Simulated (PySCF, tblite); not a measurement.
**C₆H₉NO₂: geometry, infrared bands and NMR shifts**

Aim: predict the infrared bands and NMR shifts of C₆H₉NO₂ (`[H]/N=C\[C@H]1CCCOC1=O`).

The runs use tblite 0.8.0 and PySCF 2.14.0, with density-fitted response routines of our own; the level of theory stands in each step. All values are computed, except where a source is named. Atoms are numbered from 0 throughout.

### 1 The starting structure

18 atoms, charge 0, multiplicity 1; geometry from: force field or distance geometry start.

Bonds of the start (Å): N0–C1 1.27, C1–C2 1.47, C2–C3 1.49, C3–C4 1.47, C4–C5 1.47, C5–O6 1.39, O6–C7 1.39, C7–O8 1.27, C7–C2 1.47, N0–H9 1.04, C1–H10 1.09, C2–H11 1.12, C3–H12 1.10, C3–H13 1.13, C4–H14 1.12, C4–H15 1.11, C5–H16 1.12, C5–H17 1.12.

### 2 Geometry optimisation with GFN2-xTB

Job settings and geometry (Å):

```
{"job": {"kind": "relax", "xc": "GFN2-xTB", "basis": "xTB"}, "charge": 0, "multiplicity": 1}
N      3.034400     0.375600     0.396100
C      2.126300    -0.368000    -0.092400
C      0.793200     0.084900    -0.522200
C     -0.137100    -1.052100    -0.248800
C     -1.561200    -0.733400    -0.052200
C     -1.917900     0.617600     0.413600
O     -1.000700     1.646700     0.208500
C      0.356000     1.366100     0.061200
O      1.223000     2.219700     0.428100
H      2.828600     1.384600     0.503200
H      2.340600    -1.437400    -0.188300
H      0.837700     0.253800    -1.631200
H     -0.043900    -1.790800    -1.057600
H      0.271400    -1.586100     0.662400
H     -1.985600    -1.451500     0.695400
H     -2.103900    -0.985300    -0.990900
H     -2.876600     0.902200    -0.096200
H     -2.193100     0.559600     1.499700
```

Run with:

```sh
$ OMP_NUM_THREADS=1 python probes_run.py task.json out
```

The driver reads the jobs from task.json and runs them one after another.

**Question.** This job is followed by: GFN2-xTB harmonic vibrations, gas phase; GIAO PBE0/pcSseg-1 NMR shielding, non-relativistic, gas phase. What will the session give for the following? strongest single infrared mode (GFN2-xTB); zero-point energy (GFN2-xTB); 13C shifts against TMS (PBE0/pcSseg-1); 1H shifts against TMS (PBE0/pcSseg-1); 15N shifts against NH3 (PBE0/pcSseg-1); 17O shifts against H2O (PBE0/pcSseg-1).

**Answer**, as computed:

| quantity | value |
| --- | --- |
| strongest single infrared mode (GFN2-xTB) | 1772 cm⁻¹, 401 km/mol |
| zero-point energy (GFN2-xTB) | 91.1 kcal/mol |
| 13C shifts against TMS (PBE0/pcSseg-1) | 170.2, 165.3, 71.2, 45.7, 29.2, 26.7 ppm |
| 1H shifts against TMS (PBE0/pcSseg-1) | 12.96, 7.67, 4.65, 4.32, 2.88, 2.20, 1.83, 1.68, 1.68 ppm |
| 15N shifts against NH3 (PBE0/pcSseg-1) | 376.1 ppm |
| 17O shifts against H2O (PBE0/pcSseg-1) | 454.8, 213.7 ppm |

**Reading.** Over 91 steps the energy fell by 1.133 eV; of the close pairs, C7–O8 changed most, 1.271 to 1.205 Å. All 48 modes are real, so the xTB geometry is a minimum. The strongest single mode, at 1772 cm⁻¹, is carried by C1, N0, C7, O8. GFN2-xTB is a fitted tight-binding method: band positions and strengths are rough. Its intensities can rank the bands wrongly. The most deshielded carbon is C7 (ester carbonyl carbon), at 170.2 ppm: it is a carbonyl in resonance with an O or N lone pair, the region of acids, esters and amides.
